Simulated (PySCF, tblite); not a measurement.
# C7H15BFN: geometry, infrared bands and NMR shifts

Aim: predict the infrared bands and NMR shifts of C7H15BFN (`C=C(BN)[C@@H](F)C(C)(C)C`).

The runs use tblite 0.8.0 and PySCF 2.14.0, with density-fitted response routines of our own; the level of theory stands in each step. All values are computed, except where a source is named. Atoms are numbered from 0 throughout.

**1. The molecule as given**

25 atoms, charge 0, multiplicity 1; geometry from: force field or distance geometry start.

Bonds of the start (Å): C0–C1 1.35, C1–B2 1.57, B2–N3 1.53, C1–C4 1.48, C4–F5 1.39, C4–C6 1.50, C6–C7 1.52, C6–C8 1.51, C6–C9 1.49, C0–H10 1.08, C0–H11 1.10, B2–H12 1.20, N3–H13 1.05, N3–H14 1.04, C4–H15 1.10, C7–H16 1.10, C7–H17 1.10, C7–H18 1.12, C8–H19 1.10, C8–H20 1.13, C8–H21 1.13, C9–H22 1.11, C9–H23 1.12, C9–H24 1.11.

**2. Geometry optimisation with GFN2-xTB**

The job: settings as JSON, then the geometry in Å.

```
{"job": {"kind": "relax", "xc": "GFN2-xTB", "basis": "xTB"}, "charge": 0, "multiplicity": 1}
C      1.265500    -2.167900    -0.564400
C      0.992000    -0.852900    -0.479200
B      2.123300     0.058100     0.126800
N      2.894500     1.061600    -0.734500
C     -0.325500    -0.338800    -0.918200
F     -1.055300    -1.429500    -1.389000
C     -1.085500     0.291700     0.216300
C     -2.432500     0.830900    -0.221200
C     -1.337200    -0.791100     1.240400
C     -0.315300     1.464100     0.718400
H      2.238700    -2.475900    -0.213100
H      0.526800    -2.880000    -0.964700
H      2.713700    -0.399500     1.062400
H      3.518000     1.681000    -0.160500
H      3.440700     0.567700    -1.463700
H     -0.148000     0.430100    -1.679900
H     -2.427100     1.151300    -1.277100
H     -2.695100     1.671100     0.437400
H     -3.193500     0.035900     0.002300
H     -0.440500    -1.164200     1.749100
H     -2.099600    -0.476600     2.006500
H     -1.796600    -1.654000     0.681100
H      0.381100     1.270800     1.562500
H      0.272700     1.858600    -0.143900
H     -1.026300     2.281400     0.972800
```

Run with:

```bash
OMP_NUM_THREADS=1 python probes_run.py task.json out
```

One launch serves the whole session: the jobs run in the order shown.

**Question.** This job is followed by: GFN2-xTB harmonic vibrations, gas phase; GIAO PBE0/pcSseg-1 NMR shielding, non-relativistic, gas phase. Predict these results of the whole session: strongest single infrared mode (GFN2-xTB); zero-point energy (GFN2-xTB); 13C shifts against TMS (PBE0/pcSseg-1, means over atoms taken as alike); 1H shifts against TMS (PBE0/pcSseg-1, means over atoms taken as alike); 11B shifts against BF3·OEt2 (PBE0/pcSseg-1); 15N shifts against NH3 (PBE0/pcSseg-1); 19F shifts against CFCl3 (PBE0/pcSseg-1).

As calculated:

```
                                                               quantity                                   value
                              strongest single infrared mode (GFN2-xTB)                   1368 cm⁻¹, 165 km/mol
                                           zero-point energy (GFN2-xTB)                          132.9 kcal/mol
13C shifts against TMS (PBE0/pcSseg-1, means over atoms taken as alike)     156.8, 139.6, 102.5, 37.6, 27.7 ppm
 1H shifts against TMS (PBE0/pcSseg-1, means over atoms taken as alike)  6.44, 6.21, 5.03, 4.95, 4.09, 0.93 ppm
                            11B shifts against BF3·OEt2 (PBE0/pcSseg-1)                                35.1 ppm
                                 15N shifts against NH3 (PBE0/pcSseg-1)                               110.8 ppm
                               19F shifts against CFCl3 (PBE0/pcSseg-1)                              -220.3 ppm
```

What this shows: The optimisation took 159 steps and gained 1.787 eV; among the close pairs (by a distance rule), B2–N3 changed most, from 1.531 to 1.382 Å. All 69 modes are real, so the xTB geometry is a minimum. The strongest single mode, at 1368 cm⁻¹, moves mainly B2. GFN2-xTB is a fitted tight-binding method: band positions and strengths are rough. Its intensities can rank the bands wrongly.
